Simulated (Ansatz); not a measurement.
# BFH3NO: the cost of one run

Program: Ansatz 0.2.0. Level of theory: RKS BLYP-D4/def2-SVP. These are calculated values, not measurements.

### 1 The system as given

Bond lengths: B1–O2 1.410 Å, O2–H3 1.010 Å, B1–N4 1.550 Å, N4–H5 1.060 Å, N4–H6 1.060 Å, B1–F7 1.320 Å. Angles: B1–O2–H3 109.5°, O2–B1–N4 120.0°, O2–B1–F7 120.0°, N4–B1–F7 120.0°, B1–N4–H5 120.0°, B1–N4–H6 120.0°, H5–N4–H6 120.0°.

As a file:

```xyz
7

B     0.0000    0.0000    0.0000
O     0.0000    0.0000    1.4100
H    -0.9095   -0.2814    1.7471
N     1.3423    0.0000   -0.7750
H     1.8089   -0.9179   -1.0268
H     1.7937    0.9179   -1.0532
F    -1.1431    0.0000   -0.6600
```

### 2 Preparing the start

The input, input.yaml:

```yaml
crystal:
  periodic: [false, false, false]
  atoms:
    - { symbol: B, position_ang: [0.0, 0.0, 0.0] }
    - { symbol: O, position_ang: [0.0, 0.0, 1.41] }
    - { symbol: H, position_ang: [-0.9095, -0.2814, 1.7471] }
    - { symbol: "N", position_ang: [1.3423, 0.0, -0.775] }
    - { symbol: H, position_ang: [1.8089, -0.9179, -1.0268] }
    - { symbol: H, position_ang: [1.7937, 0.9179, -1.0532] }
    - { symbol: F, position_ang: [-1.1431, 0.0, -0.66] }
basis:
  gaussian: { orbitals: def2-SVP }
hamiltonian:
  xc: blyp
  dispersion: d4
relax:
  f_tol: 0.02
  max_steps: 40
output:
  orbitals: {}
```

Started as:

```bash
$ ansatz run input.yaml --threads 1 --pin off --max-ram 2048MiB --backend cpu --events-out ev --progress --plain --runs-dir out
```

What time and memory should one allow on 1 thread of Intel Xeon 6975P-C (Granite Rapids), shared host?

About 10 s, with a peak of 0.17 GiB.
